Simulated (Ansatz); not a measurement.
**CH2OSSi (SMILES O=C1[SiH2]S1): functionals against CCSD(T) at one geometry**

One table from this session's results is given with a row withheld; the runs are named, their logs left out.

Computed with Ansatz 0.2.0, Gaussian basis. Level: single points in def2-TZVPP.

Cores are frozen in the correlated methods.

### Starting geometry

SMILES `O=C1[SiH2]S1`, 6 atoms, charge 0, spin multiplicity 1.

Atoms are counted from 1 here; the program's logs count them from 0.

Bond lengths: O1–C2 1.172 Å, C2–Si3 1.864 Å, C2–S4 1.848 Å, Si3–S4 2.188 Å, Si3–H5 1.528 Å, Si3–H6 1.517 Å. Angles: O1–C2–Si3 157.0°, O1–C2–S4 130.5°, Si3–C2–S4 72.2°, C2–Si3–S4 53.6°, C2–Si3–H5 117.2°, C2–Si3–H6 119.8°, S4–Si3–H5 114.6°, S4–Si3–H6 110.6°, H5–Si3–H6 120.9°, C2–S4–Si3 54.2°.

Geometry (Å):

```mol
CH2OSSi
  3D, bonds by distance, orders not assigned

  6  6  0  0  0  0  0  0  0  0999 V2000
   -0.6531   -2.0744    0.5253 O   0  0
   -0.4175   -0.9910    0.1450 C   0  0
    0.5025    0.6261    0.0341 Si  0  0
   -1.4070    0.1489   -0.9217 S   0  0
    1.6939    0.6867   -0.9210 H   0  0
    0.3128    1.6777    1.1103 H   0  0
  1  2  8  0
  2  3  8  0
  2  4  8  0
  3  4  8  0
  3  5  8  0
  3  6  8  0
M  END
```

The first run:

Contents of run/in.yaml:

```yaml
crystal:
  periodic: [false, false, false]
  atoms:
    - {symbol: O, position_ang: [-0.653052, -2.074409, 0.525258]}
    - {symbol: C, position_ang: [-0.417506, -0.990978, 0.144990]}
    - {symbol: Si, position_ang: [0.502469, 0.626067, 0.034074]}
    - {symbol: S, position_ang: [-1.406968, 0.148856, -0.921674]}
    - {symbol: H, position_ang: [1.693908, 0.686715, -0.921044]}
    - {symbol: H, position_ang: [0.312757, 1.677661, 1.110279]}
basis:
  gaussian: {orbitals: def2-TZVPP}
hamiltonian: {xc: pbe, dispersion: d4}
output: {forces: true}
```

On the command line:

```
$ ansatz run in.yaml --threads 2 --pin off --events-out ev --progress --plain --max-ram 3481MiB
```

Steps of the session up to this table: PBE-D4/def2-TZVPP; r2SCAN-D4/def2-TZVPP; PBE0-D4/def2-TZVPP; wB97M-V/def2-TZVPP; CCSD(T)/def2-TZVPP.

One of the session's tables, all rows but one given; the rest of the session is left out.

| method | RMS force component (eV/Å) | angle to CCSD(T) forces (°) | dipole (D) |
| --- | --- | --- | --- |
| PBE-D4 | 0.717 | 12.0 | 2.91 |
| r2SCAN-D4 | ? | ? | ? |
| PBE0-D4 | 0.519 | 26.3 | 3.24 |
| wB97M-V | 0.565 | 23.1 | 3.34 |
| CCSD(T) | 0.698 | reference | 3.17 |

**Question.** Estimate the row for r2SCAN-D4.

The run gave: RMS force component (eV/Å): 0.576; angle to CCSD(T) forces (°): 10.5; dipole (D): 3.10. In the column «RMS force component (eV/Å)» it lies between wB97M-V (0.565) and CCSD(T) (0.698).
